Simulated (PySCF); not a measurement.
# [Hf(OH)3(NH3)]+: other functionals and bases at one geometry

The task here is to estimate one member of a computed series from the others.

Computed with PySCF 2.14.0. Level: several levels, as the steps say, no spin–orbit coupling.

1 further run of the same task is left out (for a known fault of the program).

### The system as given

11 atoms, charge 1, spin multiplicity 1.

Bond lengths: Hf1–O2 1.900 Å, Hf1–O4 1.900 Å, Hf1–O6 1.900 Å, Hf1–N8 2.298 Å, O2–H3 0.960 Å, O4–H5 0.960 Å, O6–H7 0.960 Å, N8–H9 1.026 Å, N8–H10 1.026 Å, N8–H11 1.026 Å. Angles: O2–Hf1–O4 115.8°, O2–Hf1–O6 115.6°, O2–Hf1–N8 102.0°, O4–Hf1–O6 115.5°, O4–Hf1–N8 102.8°, O6–Hf1–N8 101.9°, Hf1–O2–H3 169.1°, Hf1–O4–H5 169.4°, Hf1–O6–H7 169.0°, Hf1–N8–H9 113.2°, Hf1–N8–H10 112.8°, Hf1–N8–H11 113.2°, H9–N8–H10 105.6°, H9–N8–H11 105.7°, H10–N8–H11 105.6°.

Coordinates:

```csv
atom,x (Å),y (Å),z (Å)
Hf1,0.06760,-0.11483,0.16997
O2,1.09592,1.16297,1.12826
H3,1.68393,1.66362,1.69848
O4,-1.25036,-1.03974,1.17824
H5,-1.77810,-1.58391,1.76710
O6,1.03067,-1.16989,-1.08221
H7,1.59828,-1.77391,-1.56667
N8,-1.19254,1.22312,-1.20874
H9,-1.80922,1.86467,-0.69759
H10,-0.61932,1.81768,-1.81809
H11,-1.80536,0.69230,-1.83795
```

Formal oxidation states: Hf +4. An earlier session relaxed this geometry at PBE0, Hf def2-SVP with ECP60, O def2-SVP, H def2-SVP, N def2-SVP (singlet, point group C1).

At PBE0 on the finer grid: E = -331.533675 Eh, HOMO -13.28 eV, LUMO -4.77 eV, Mulliken charge on Hf1 +1.28 e, largest force component 0.017 eV/Å. 

Levels to run: CAM-B3LYP; M06-L; PBE0, TZVP. Hardware: 2 threads of Arm Neoverse V2, shared host.

Set-up of the first run:

File run.py (the lines that set the calculation):

```python
mol = gto.M(atom='''
Hf     0.06760    -0.11483     0.16997
O      1.09592     1.16297     1.12826
H      1.68393     1.66362     1.69848
O     -1.25036    -1.03974     1.17824
H     -1.77810    -1.58391     1.76710
O      1.03067    -1.16989    -1.08221
H      1.59828    -1.77391    -1.56667
N     -1.19254     1.22312    -1.20874
H     -1.80922     1.86467    -0.69759
H     -0.61932     1.81768    -1.81809
H     -1.80536     0.69230    -1.83795''',
    basis={'Hf': 'def2-SVP', 'O': 'def2-SVP', 'H': 'def2-SVP', 'N': 'def2-SVP'},
    ecp={'Hf': 'def2-SVP'},
    charge=1, spin=0)
mf = dft.RKS(mol, xc='CAMB3LYP')
mf.grids.atom_grid = (75, 302)
mf = mf.density_fit()  # fitting sets: Hf def2-universal-JKFIT, O def2-universal-JKFIT, H def2-universal-JKFIT, N def2-universal-JKFIT
mf.conv_tol = 1e-08; mf.max_cycle = 55
mf.kernel(dm0)  # dm0: the density of the relaxed state
```

Command:

```bash
$ OMP_NUM_THREADS=2 python run.py
```

Steps of the session up to this table: CAM-B3LYP; M06-L; PBE0, TZVP.

One table of the session follows, with a row left open; its other results are not shown here.

```
              level  HOMO (eV)  gap (eV)  charge on Hf1 (e)  dipole (D)  largest force component (eV/Å)
PBE0 (relaxed here)     -13.28      8.50               1.28        4.39                            0.02
          CAM-B3LYP     -14.71     10.69               1.24        4.40                            0.07
              M06-L          ?         ?                  ?           ?                               ?
         PBE0, TZVP     -13.38      8.49               1.65        4.42                            0.23
```

Estimate the missing values for M06-L.

As computed: HOMO (eV): -11.88; gap (eV): 6.90; charge on Hf1 (e): 1.44; dipole (D): 4.28; largest force component (eV/Å): 0.23. In the column «HOMO (eV)» it is the highest.

The dipole of a charged species depends on the origin, so these sizes hold for this origin alone.

In one basis the HOMO–LUMO gap runs from 6.90 eV (M06-L) to 10.69 eV (CAM-B3LYP). The largest leftover force, 0.23 eV/Å with PBE0, TZVP, stands at a geometry relaxed at another level. Total energies of different levels can't be compared.
